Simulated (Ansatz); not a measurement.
# CH5ClNOTa: up Jacob's ladder to CCSD(T)

The task here is to estimate one member of a computed series from the others.

Computed with Ansatz 0.2.0, Gaussian basis. Level: functionals in def2-TZVPP, the program's frozen cores in correlated methods.

The runs, in order: LDA (SPW92), PBE-D4, revPBE-D4, BLYP-D4, r2SCAN-D4, B97M-V, PBE0-D4, B3LYP-D4, r2SCANh-D4, r2SCAN0-D4, HSE06-D4, BHLYP-D4, CAM-B3LYP-D4, LC-ωPBE, ωB97X-V, ωB97M-V, B2PLYP, PBE-QIDH; CCSD(T)/def2-SVP; CCSD(T)/def2-TZVPP; MP2/def2-QZVPP; extrapolation to the limit; RPA on PBE.

### Structure used throughout

An earlier PBE0-D4 in a triple-zeta def2 set relaxation fixed the geometry. Ta takes the def2 core potential; no spin-orbit term is included.

10 atoms, charge 0, spin multiplicity 1.

Atoms are counted from 1 here; the program's logs count them from 0.

Bond lengths: C1–Ta2 2.155 Å, C1–H6 1.095 Å, C1–H7 1.097 Å, C1–H8 1.093 Å, Ta2–N3 1.961 Å, Ta2–O4 1.711 Å, Ta2–Cl5 2.323 Å, N3–H9 1.009 Å, N3–H10 1.011 Å. Angles: Ta2–C1–H6 111.5°, Ta2–C1–H7 108.7°, Ta2–C1–H8 112.1°, H6–C1–H7 108.2°, H6–C1–H8 108.6°, H7–C1–H8 107.6°, C1–Ta2–N3 106.4°, C1–Ta2–O4 104.6°, C1–Ta2–Cl5 109.2°, N3–Ta2–O4 105.7°, N3–Ta2–Cl5 116.0°, O4–Ta2–Cl5 114.0°, Ta2–N3–H9 125.3°, Ta2–N3–H10 124.2°, H9–N3–H10 110.3°.

Set-up of the first run:

Contents of in.yaml:

```yaml
crystal:
  periodic: [false, false, false]
  atoms:
    - {symbol: C, position_ang: [-0.912868, 1.061733, -0.701882]}
    - {symbol: Ta, position_ang: [0.140000, -0.072342, 0.798066]}
    - {symbol: N, position_ang: [1.065992, -1.517006, -0.150422]}
    - {symbol: O, position_ang: [-1.092630, -0.831185, 1.710528]}
    - {symbol: Cl, position_ang: [1.485300, 1.360993, 2.035864]}
    - {symbol: H, position_ang: [-0.222421, 1.517808, -1.419291]}
    - {symbol: H, position_ang: [-1.472702, 1.864179, -0.206767]}
    - {symbol: H, position_ang: [-1.630791, 0.448245, -1.251669]}
    - {symbol: H, position_ang: [0.827994, -2.496427, -0.097103]}
    - {symbol: H, position_ang: [1.895326, -1.387199, -0.714322]}
basis:
  gaussian: {orbitals: def2-TZVPP}
hamiltonian: {xc: lda}
output: {orbitals: {seedname: orbitals}}
```

Among the steps run: LDA; PBE-D4 (GGA); revPBE-D4 (GGA); BLYP-D4 (GGA); r2SCAN-D4 (meta-GGA); B97M-V (meta-GGA); PBE0-D4 (hybrid); B3LYP-D4 (hybrid); r2SCANh-D4 (hybrid); r2SCAN0-D4 (hybrid); HSE06-D4 (hybrid); BHLYP-D4 (hybrid); CAM-B3LYP-D4 (range-separated); LC-ωPBE-D4 (range-separated; the results give it without D4); ωB97X-V (range-separated); ωB97M-V (range-separated); B2PLYP (double hybrid); PBE-QIDH (double hybrid).

One of the session's tables, all rows but one given; the rest of the session is left out.

It belongs to the step «Orbital energies across the functionals». 

```
  functional  HOMO (eV)  LUMO (eV)  gap (eV)
 LDA (SPW92)      -7.15      -2.62      4.54
      PBE-D4      -6.97      -2.36      4.61
   revPBE-D4      -6.90      -2.27      4.63
     BLYP-D4      -6.84      -2.25      4.59
   r2SCAN-D4      -7.28      -2.19      5.09
      B97M-V      -7.34      -2.15      5.18
     PBE0-D4      -8.36      -1.52      6.84
    B3LYP-D4      -8.11      -1.75      6.37
  r2SCANh-D4      -7.79      -1.88      5.91
  r2SCAN0-D4          ?          ?         ?
    HSE06-D4      -7.95      -1.89      6.06
    BHLYP-D4      -9.64      -0.53      9.11
CAM-B3LYP-D4      -9.79      -0.42      9.37
     LC-ωPBE     -11.23       0.77     11.99
     ωB97X-V     -10.83       0.67     11.50
     ωB97M-V     -10.71       0.57     11.28
```

Q: Estimate the row for r2SCAN0-D4 from the others.

Worked estimate for «HOMO (eV)». Against the share of exact exchange, r2SCAN-D4 (0, -7.28), r2SCANh-D4 (0.1, -7.79) give a slope of -5.10 per unit share; at 0.25 the line stands at -8.55.

The run gave: HOMO (eV): -8.57; LUMO (eV): -1.40; gap (eV): 7.16. In «HOMO (eV)» the line misses by +0.02.
